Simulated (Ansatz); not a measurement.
# Sr2NbBiO6: the cost of one run

Method: DFT, PBE, plane-wave PAW, default files, scalar-relativistic, as far as a step names no other, in Ansatz 0.2.0.

**1. The system as given**

The structure is cubic, space group Pn-3 (No. 201). The conventional cell has a = 8.517 Å, b = 8.517 Å, c = 8.517 Å, α = 90.00°, β = 90.00°, γ = 90.00°. Sr (site symmetry 23) has 12 O at 3.00 Å as nearest neighbours. Sr (site symmetry 222) has 4 O at 2.51 Å as nearest neighbours. Nb (site symmetry -3) is surrounded by 6 O at 2.03 Å. Bi (site symmetry -3) is surrounded by 6 O at 2.35 Å. Around O (site symmetry 1) lie 1 Nb at 2.03 Å and 1 Bi at 2.35 Å and 1 Sr at 2.51 Å.

Structure file:

```cif
data_structure
_symmetry_space_group_name_H-M 'P 1'
_symmetry_Int_Tables_number 1
_cell_length_a 8.5173
_cell_length_b 8.5173
_cell_length_c 8.5173
_cell_angle_alpha 90.000
_cell_angle_beta 90.000
_cell_angle_gamma 90.000
_cell_volume 617.89
loop_
_atom_site_label
_atom_site_type_symbol
_atom_site_fract_x
_atom_site_fract_y
_atom_site_fract_z
_atom_site_occupancy
Sr1 Sr 0.50000 0.50000 0.50000 1
Sr2 Sr 0.00000 0.00000 0.00000 1
Sr3 Sr 0.00000 0.00000 0.50000 1
Sr4 Sr 0.00000 0.50000 0.00000 1
Sr5 Sr 0.50000 0.00000 0.00000 1
Sr6 Sr 0.50000 0.50000 0.00000 1
Sr7 Sr 0.50000 0.00000 0.50000 1
Sr8 Sr 0.00000 0.50000 0.50000 1
Nb1 Nb 0.25000 0.25000 0.25000 1
Nb2 Nb 0.25000 0.75000 0.75000 1
Nb3 Nb 0.75000 0.25000 0.75000 1
Nb4 Nb 0.75000 0.75000 0.25000 1
Bi1 Bi 0.75000 0.75000 0.75000 1
Bi2 Bi 0.75000 0.25000 0.25000 1
Bi3 Bi 0.25000 0.75000 0.25000 1
Bi4 Bi 0.25000 0.25000 0.75000 1
O1 O 0.21301 0.29690 0.48053 1
O2 O 0.21301 0.70310 0.51947 1
O3 O 0.78699 0.29690 0.51947 1
O4 O 0.78699 0.70310 0.48053 1
O5 O 0.29690 0.48053 0.21301 1
O6 O 0.70310 0.51947 0.21301 1
O7 O 0.29690 0.51947 0.78699 1
O8 O 0.70310 0.48053 0.78699 1
O9 O 0.48053 0.21301 0.29690 1
O10 O 0.51947 0.21301 0.70310 1
O11 O 0.51947 0.78699 0.29690 1
O12 O 0.48053 0.78699 0.70310 1
O13 O 0.28699 0.20310 0.01947 1
O14 O 0.28699 0.79690 0.98053 1
O15 O 0.71301 0.20310 0.98053 1
O16 O 0.71301 0.79690 0.01947 1
O17 O 0.20310 0.01947 0.28699 1
O18 O 0.79690 0.98053 0.28699 1
O19 O 0.20310 0.98053 0.71301 1
O20 O 0.79690 0.01947 0.71301 1
O21 O 0.01947 0.28699 0.20310 1
O22 O 0.98053 0.28699 0.79690 1
O23 O 0.98053 0.71301 0.20310 1
O24 O 0.01947 0.71301 0.79690 1
```

**2. Single point at the given positions**

Input file input.yaml:

```yaml
crystal:
  lattice:
    - [8.51732627, 0.0, 0.0]
    - [0.0, 8.51732627, 0.0]
    - [0.0, 0.0, 8.51732627]
  atoms:
    - { symbol: Sr, position: [0.5, 0.5, 0.5] }
    - { symbol: Sr, position: [0.0, 0.0, 0.0] }
    - { symbol: Sr, position: [0.0, 0.0, 0.5] }
    - { symbol: Sr, position: [0.0, 0.5, 0.0] }
    - { symbol: Sr, position: [0.5, 0.0, 0.0] }
    - { symbol: Sr, position: [0.5, 0.5, 0.0] }
    - { symbol: Sr, position: [0.5, 0.0, 0.5] }
    - { symbol: Sr, position: [0.0, 0.5, 0.5] }
    - { symbol: Nb, position: [0.25, 0.25, 0.25] }
    - { symbol: Nb, position: [0.25, 0.75, 0.75] }
    - { symbol: Nb, position: [0.75, 0.25, 0.75] }
    - { symbol: Nb, position: [0.75, 0.75, 0.25] }
    - { symbol: Bi, position: [0.75, 0.75, 0.75] }
    - { symbol: Bi, position: [0.75, 0.25, 0.25] }
    - { symbol: Bi, position: [0.25, 0.75, 0.25] }
    - { symbol: Bi, position: [0.25, 0.25, 0.75] }
    - { symbol: O, position: [0.21301215, 0.29689791, 0.48053084] }
    - { symbol: O, position: [0.21301215, 0.70310209, 0.51946916] }
    - { symbol: O, position: [0.78698785, 0.29689791, 0.51946916] }
    - { symbol: O, position: [0.78698785, 0.70310209, 0.48053084] }
    - { symbol: O, position: [0.29689791, 0.48053084, 0.21301215] }
    - { symbol: O, position: [0.70310209, 0.51946916, 0.21301215] }
    - { symbol: O, position: [0.29689791, 0.51946916, 0.78698785] }
    - { symbol: O, position: [0.70310209, 0.48053084, 0.78698785] }
    - { symbol: O, position: [0.48053084, 0.21301215, 0.29689791] }
    - { symbol: O, position: [0.51946916, 0.21301215, 0.70310209] }
    - { symbol: O, position: [0.51946916, 0.78698785, 0.29689791] }
    - { symbol: O, position: [0.48053084, 0.78698785, 0.70310209] }
    - { symbol: O, position: [0.28698785, 0.20310209, 0.01946916] }
    - { symbol: O, position: [0.28698785, 0.79689791, 0.98053084] }
    - { symbol: O, position: [0.71301215, 0.20310209, 0.98053084] }
    - { symbol: O, position: [0.71301215, 0.79689791, 0.01946916] }
    - { symbol: O, position: [0.20310209, 0.01946916, 0.28698785] }
    - { symbol: O, position: [0.79689791, 0.98053084, 0.28698785] }
    - { symbol: O, position: [0.20310209, 0.98053084, 0.71301215] }
    - { symbol: O, position: [0.79689791, 0.01946916, 0.71301215] }
    - { symbol: O, position: [0.01946916, 0.28698785, 0.20310209] }
    - { symbol: O, position: [0.98053084, 0.28698785, 0.79689791] }
    - { symbol: O, position: [0.98053084, 0.71301215, 0.20310209] }
    - { symbol: O, position: [0.01946916, 0.71301215, 0.79689791] }
kpoints:
  mp_grid: { grid: [3, 3, 3] }
scf:
  occupations: { method: fermi_dirac, width: 0.02 }
hamiltonian:
  xc: pbe
  pseudopotentials: { kind: paw }
output:
  forces: true
  stress: true
  populations: true
  efg:
    quadrupole_moments_barn: { Sr: 0.305, Nb: -0.32, Bi: -0.516, O: -0.02558 }
    contact_densities: true
```

On the command line:

```sh
$ ansatz run input.yaml --threads 1 --pin off --max-ram 2560MiB --backend cpu --events-out ev --progress --plain --runs-dir out
```

Q: Estimate wall time and peak memory on 1 thread of Intel Xeon Platinum 8488C (Sapphire Rapids), shared host.

About 48 s, with a peak of 1.4 GiB.
